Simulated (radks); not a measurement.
# Fractional charge and spin in the 4d shell of rhodium

Aim: the energy as the spin-up occupation of 4d runs from 4 to 5 and the spin-down one from 2 to 3, against the two flat planes that join the four corners. Added charge counts from the emptiest corner (up 4, down 2).

Method: scalar-relativistic Kohn-Sham, BLYP, spin-polarised, spherical densities, point nucleus. Code: radks (a radial shooting solver on a logarithmic mesh, Libxc functionals) version 1.

### Step 1. The system

* element: rhodium (Z = 45)
* configuration: [Kr] 4d(up 5, down 3)

A shell typed twice in an input gives spin up, then spin down.

### Step 2. 4d: up 5, down 3

Input:

```text
Z 45
configuration [Kr] 4d5 4d3
relativity scalar-relativistic
functional b88,lyp
spin polarised
nucleus point
c 137.035999084
```

### Step 3. 4d: up 4.5, down 3

Input:

```text
Z 45
configuration [Kr] 4d4.5 4d3
relativity scalar-relativistic
functional b88,lyp
spin polarised
nucleus point
c 137.035999084
```

### Step 4. 4d: up 5, down 2.5

Input:

```text
Z 45
configuration [Kr] 4d5 4d2.5
relativity scalar-relativistic
functional b88,lyp
spin polarised
nucleus point
c 137.035999084
```

### Step 5. 4d: up 4, down 3

Input:

```text
Z 45
configuration [Kr] 4d4 4d3
relativity scalar-relativistic
functional b88,lyp
spin polarised
nucleus point
c 137.035999084
```

### Step 6. 4d: up 5, down 2

Input:

```text
Z 45
configuration [Kr] 4d5 4d2
relativity scalar-relativistic
functional b88,lyp
spin polarised
nucleus point
c 137.035999084
```

### Step 7. 4d: up 4.5, down 2.5

Input:

```text
Z 45
configuration [Kr] 4d4.5 4d2.5
relativity scalar-relativistic
functional b88,lyp
spin polarised
nucleus point
c 137.035999084
```

### Step 8. 4d: up 4, down 2.5

Input:

```text
Z 45
configuration [Kr] 4d4 4d2.5
relativity scalar-relativistic
functional b88,lyp
spin polarised
nucleus point
c 137.035999084
```

### Step 9. 4d: up 4.5, down 2

Input:

```text
Z 45
configuration [Kr] 4d4.5 4d2
relativity scalar-relativistic
functional b88,lyp
spin polarised
nucleus point
c 137.035999084
```

### Step 10. 4d: up 4, down 2

Input:

```text
Z 45
configuration [Kr] 4d4 4d2
relativity scalar-relativistic
functional b88,lyp
spin polarised
nucleus point
c 137.035999084
```

What does the calculation give? Wanted: for each run, down \ up; 4; 4.5; 5.

The runs gave:

| down \ up | 4 | 4.5 | 5 |
| --- | --- | --- | --- |
| 2 | 0.000 | -1.696 | 0.000 |
| 2.5 | -1.657 | 0.171 | -1.453 |
| 3 | 0.000 | -1.489 | 0.000 |

The table gives the energy in eV minus the planes, whose edge runs along up + down = one added electron. With half an added electron in each spin it lies 0.17 eV above the planes. With half an electron added in spin up alone it lies 1.70 eV below them. The planes are only a guide here: the condition holds for ground states with one frontier orbital, and this shell is degenerate.
